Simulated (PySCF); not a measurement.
# C8H6: the cost of one run

Computed with PySCF 2.14.0 and routines of our own; the level stands in each step. Atoms count from 0.

## Step 1: The starting structure

14 atoms, charge 0, multiplicity 1; geometry from: GFN2-xTB.

## Step 2: Geometry optimisation at PBE0/def2-SVP

The job: settings as JSON, then the geometry in Å.

```
{"job": {"xc": "PBE0", "basis": "def2-SVP", "grid": 1, "kind": "geom"}, "charge": 0, "multiplicity": 1}
C      3.331210     0.489355     0.912579
C      2.348834    -0.145450     0.628839
C      1.215527    -0.896966     0.297334
C     -0.029562    -0.381361     0.220304
C     -0.436235     0.998969     0.450857
C     -1.766574     1.074954     0.264624
C     -2.271306    -0.243483    -0.091039
C     -1.243484    -1.111353    -0.118305
H      4.185425     1.046108     1.159150
H      1.384710    -1.948643     0.096628
H      0.242966     1.785918     0.718503
H     -2.385601     1.949428     0.355696
H     -3.305573    -0.456644    -0.294113
H     -1.271015    -2.161305    -0.343199
```

The run is started by

```sh
OMP_NUM_THREADS=1 python excited_run.py task.json out
```

This one command runs all jobs of the session in turn.

**Question.** How long does this first job take on 1 thread of Arm Neoverse V2, shared host, and how much memory does it need?

About 29 s, with a peak of 0.61 GiB.
